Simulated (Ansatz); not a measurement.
**GeHCl3 (SMILES [Cl][GeH]([Cl])[Cl]): MP2/cc-pVDZ**

Aim: the energy change on altering one bond length of GeHCl3 at MP2/cc-pVDZ, from 2 runs. 

Program for the calculation: Ansatz 0.2.0.

61 further runs of the same task are left out: 12 that didn't finish, 49 set aside as unsound or not needed. Runs told in other sessions of the task aren't counted.

### 1 Starting point

The species is GeHCl3 (5 atoms), meant as a singlet with charge 0. As SMILES, `[Cl][GeH]([Cl])[Cl]`. Geometry: relaxed at PBE0-D4/def2-TZVP.

Bond lengths: Cl1–Ge2 2.126 Å, Ge2–Cl3 2.126 Å, Ge2–Cl4 2.126 Å, Ge2–H5 1.525 Å. Angles: Cl1–Ge2–Cl3 108.5°, Cl1–Ge2–Cl4 108.5°, Cl3–Ge2–Cl4 108.5°, Cl1–Ge2–H5 110.4°, Cl3–Ge2–H5 110.5°, Cl4–Ge2–H5 110.5°.

### 2 A single-point energy at MP2/cc-pVDZ

Contents of input.yaml:

```yaml
crystal:
  periodic: [false, false, false]
  atoms:
    - symbol: Cl
      position_ang: [-1.177700, -0.012800, 1.700700]
    - symbol: Ge
      position_ang: [0.102400, 0.090600, 0.006200]
    - symbol: Cl
      position_ang: [1.117900, -1.767600, -0.185300]
    - symbol: Cl
      position_ang: [-1.095100, 0.385600, -1.725800]
    - symbol: H
      position_ang: [1.102600, 1.230700, 0.163000]
basis:
  gaussian:
    orbitals: cc-pVDZ
correlation:
  method: mp2
  frozen_orbitals: {Cl: 5, Ge: 9, H: 0}
accuracy: high
magnetization:
  spin_polarized: false
  initial_magnetization: 0
```

Run with:

```bash
$ ansatz run input.yaml --threads 1 --pin off --max-ram 3480MiB --events-out events.jsonl --progress --plain --runs-dir runs
```

What it wrote:

```text
Warning: RAYON_NUM_THREADS=1 ignored (pool sized by the plan → 1); use --threads N
Functional definition: HF
  name "HF"
  exchange = exact_x
  correlation = 0
1925 factors; integrals over basis functions are off by at most 4.6e-9 eV
mean field evaluation 1: about -94001.8100 eV, gradient 2.2e1 eV
mean field evaluation 2: about -94001.8243 eV, gradient 2.2e1 eV
mean field evaluation 4: about -94003.3758 eV, gradient 1.5e0 eV
mean field evaluation 8: about -94003.3904 eV, gradient 6.3e-4 eV
mean field -94003.39038655 eV, -3454.5608789191 hartree, gradient 1.7e-8 eV, S^2 0.000000; 0 other end points of the search recorded, 0 dependent functions left out
24 core orbitals not correlated: weight in the atoms' cores, before any rotation towards them, 1.000 or more for the frozen orbitals, at most 0.000 for the correlated occupied ones
reference -94003.39038655 eV, -3454.5608789191 hartree; 18, 18 occupied and 44, 44 virtual orbitals, 1925 factors
second order -13.81578021 eV of doubles, -0.00000000 eV of singles
Total energy: -94017.20616675 eV, -3455.0685994770 hartree
```

Wall time 9.6 s (1 thread of Arm Neoverse N1, shared host); peak memory 0.31 GiB.

### 3 The distorted shape, same level

Contents of run.yaml:

```yaml
crystal:
  periodic: [false, false, false]
  atoms:
    - symbol: Cl
      position_ang: [-2.396306, 2.217050, 1.930501]
    - symbol: Ge
      position_ang: [-1.116206, 2.320450, 0.236001]
    - symbol: Cl
      position_ang: [1.117900, -1.767600, -0.185300]
    - symbol: Cl
      position_ang: [-2.313706, 2.615450, -1.495999]
    - symbol: H
      position_ang: [-0.116006, 3.460550, 0.392801]
basis:
  gaussian:
    orbitals: cc-pVDZ
correlation:
  method: mp2
  frozen_orbitals: {Cl: 5, Ge: 9, H: 0}
accuracy: high
```

Run with:

```bash
$ ansatz run run.yaml --threads 1 --pin off --max-ram 3480MiB --events-out events.jsonl --progress --plain --runs-dir runs
```

What it wrote, shortened:

```text
Warning: RAYON_NUM_THREADS=1 ignored (pool sized by the plan → 1); use --threads N
[... 2 set-up lines as earlier in the session ...]
[...]
1823 factors; integrals over basis functions are off by at most 4.4e-9 eV
[...]
mean field -93997.49357375 eV, -3454.3441750457 hartree, gradient 2.3e-8 eV, S^2 0.000000; 3 other end points of the search recorded, 0 dependent functions left out; unrestricted orbitals would lower it
[...]
unrestricted determinant -94000.45480850 eV, -3454.4529984156 hartree, S^2 1.0106
24 core orbitals not correlated: weight in the atoms' cores, before any rotation towards them, 1.000 or more for the frozen orbitals, at most 0.000 for the correlated occupied ones
reference -93997.49357375 eV, -3454.3441750457 hartree; 18, 18 occupied and 44, 44 virtual orbitals, 1823 factors
second order -14.72769695 eV of doubles, -0.00000000 eV of singles
Total energy: -94012.22127070 eV, -3454.8854079260 hartree
```

Run time: 43 s. Hardware: 1 thread of Arm Neoverse N1, shared host; peak memory 0.56 GiB.

### 4 Results

At MP2/cc-pVDZ, 24 core orbitals frozen:

```
                                                           quantity           value
                                          first shape: total energy  -3455.06860 Eh
          first shape: correlation energy (24 core orbitals frozen)      -507.7 mEh
                                      distorted shape: total energy  -3454.88541 Eh
      distorted shape: correlation energy (24 core orbitals frozen)      -541.2 mEh
energy change with the Ge2–Cl3 bond stretched from 2.126 to 4.678 Å        4.985 eV
```

One bond (distorted shape) is far stretched, which a spin-restricted single reference describes badly; perturbation theory on it can break down and give far too much correlation. With the Ge2–Cl3 bond stretched from 2.126 to 4.678 Å the energy rises by 4.98 eV (115 kcal/mol). The first shape isn't relaxed at this level, so the change isn't measured from a minimum. A restricted reference can't describe the breaking bond well at this length. The restricted solution (distorted shape) is unstable to spin breaking: an unrestricted one lies lower.
